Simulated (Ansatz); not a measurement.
# NbSn2Sb3: the cost of one run

Program: Ansatz 0.2.0. Level of theory: DFT PBE, scalar-relativistic, plane waves, PAW. These are calculated values, not measurements.

1 further run of the same task is left out (it didn't finish).

**1. The system as given**

The structure is hexagonal, space group P6/mmm (No. 191). The conventional cell has a = 6.598 Å, b = 6.598 Å, c = 4.118 Å, α = 90.00°, β = 90.00°, γ = 120.00°. Nb (site symmetry 6/mmm) is surrounded by 6 Sn at 3.81 Å and 12 Sb at 3.89 Å and 2 Nb at 4.12 Å. Sn (site symmetry -6m2) is surrounded by 6 Sb at 2.80 Å. Sb (site symmetry mmm) has 4 Sn at 2.80 Å as nearest neighbours.

As a file:

```cif
data_structure
_symmetry_space_group_name_H-M 'P 1'
_symmetry_Int_Tables_number 1
_cell_length_a 6.5982
_cell_length_b 6.5982
_cell_length_c 4.1181
_cell_angle_alpha 90.000
_cell_angle_beta 90.000
_cell_angle_gamma 120.000
_cell_volume 155.27
loop_
_atom_site_label
_atom_site_type_symbol
_atom_site_fract_x
_atom_site_fract_y
_atom_site_fract_z
_atom_site_occupancy
Nb1 Nb 0.00000 0.00000 0.00000 1
Sn1 Sn 0.66667 0.33333 0.00000 1
Sn2 Sn 0.33333 0.66667 0.00000 1
Sb1 Sb 0.50000 0.50000 0.50000 1
Sb2 Sb 0.50000 0.00000 0.50000 1
Sb3 Sb 0.00000 0.50000 0.50000 1
```

The cell is invented: species swapped into a database cell of ZrCo3B2 (P6/mmm, No. 191), with Nb on the Zr sites, Sb on the Co sites and Sn on the B sites. Its size is a rough estimate.

**2. Probe: one point on a coarse mesh**

input.yaml

```yaml
crystal:
  lattice:
    - [6.59819393, 0.0, 0.0]
    - [-3.29909697, 5.71420356, 0.0]
    - [0.0, 0.0, 4.1181282]
  atoms:
    - { symbol: Nb, position: [0.0, 0.0, 0.0] }
    - { symbol: Sn, position: [0.66666667, 0.33333333, 0.0] }
    - { symbol: Sn, position: [0.33333333, 0.66666667, 0.0] }
    - { symbol: Sb, position: [0.5, 0.5, 0.5] }
    - { symbol: Sb, position: [0.5, 0.0, 0.5] }
    - { symbol: Sb, position: [0.0, 0.5, 0.5] }
basis:
  ecutwfc: 420
kpoints:
  mp_grid: { grid: [3, 3, 4] }
hamiltonian:
  xc: pbe
scf:
  occupations: { method: gaussian, width: 0.1 }
  lower_state_search: "off"
output:
  forces: true
  stress: true
  eigenvalues: true
```

Run with:

```console
$ ansatz run input.yaml --threads 1 --pin off --max-ram 2048MiB --backend cpu --events-out ev --progress --plain --runs-dir out
```

Q: Estimate wall time and peak memory on 1 thread of Intel Xeon Platinum 8488C (Sapphire Rapids), shared host.

About 3.5 s, with a peak of 0.5 GiB.
